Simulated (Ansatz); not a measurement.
# CHFS2Si: the cost of one run

Program: Ansatz 0.2.0, Gaussian basis. Level of theory: the settings change from run to run. These are calculated values, not measurements.

**1. The molecule**

The geometry comes from an earlier relaxation with PBE0-D4 in a triple-zeta def2 set; it is a stationary point.

SMILES `F[SiH]1SC1=S`, 6 atoms, charge 0, spin multiplicity 1.

Atoms are counted from 1 here; the program's logs count them from 0.

Bond lengths: F1–Si2 1.583 Å, Si2–S3 2.093 Å, Si2–C4 1.813 Å, Si2–H6 1.471 Å, S3–C4 1.803 Å, C4–S5 1.597 Å. Angles: F1–Si2–S3 119.2°, F1–Si2–C4 121.1°, F1–Si2–H6 108.0°, S3–Si2–C4 54.4°, S3–Si2–H6 120.5°, C4–Si2–H6 124.8°, Si2–S3–C4 54.9°, Si2–C4–S3 70.7°, Si2–C4–S5 155.8°, S3–C4–S5 133.5°.

**2. B3LYP5/aug-cc-pVDZ**

The input, in.yaml:

```yaml
crystal:
  periodic: [false, false, false]
  atoms:
    - {symbol: F, position_ang: [-0.922985, -1.129723, 1.486830]}
    - {symbol: Si, position_ang: [0.077813, -0.145879, 0.753946]}
    - {symbol: S, position_ang: [1.216490, -0.857824, -0.851410]}
    - {symbol: C, position_ang: [-0.157199, 0.301992, -0.987024]}
    - {symbol: S, position_ang: [-0.855494, 1.039438, -2.219151]}
    - {symbol: H, position_ang: [0.683374, 0.727996, 1.770609]}
basis:
  gaussian: {orbitals: aug-cc-pVDZ}
hamiltonian: {xc: {name: B3LYP5}}
```

The run is started by

```
$ ansatz run in.yaml --threads 2 --pin off --events-out ev --progress --plain --max-ram 4352MiB
```

**Question.** How long does this run take on 2 threads of Intel Xeon Platinum 8259CL at 2.50GHz, shared host, and how much memory does it need?

About 3.6 s, with a peak of 0.33 GiB.
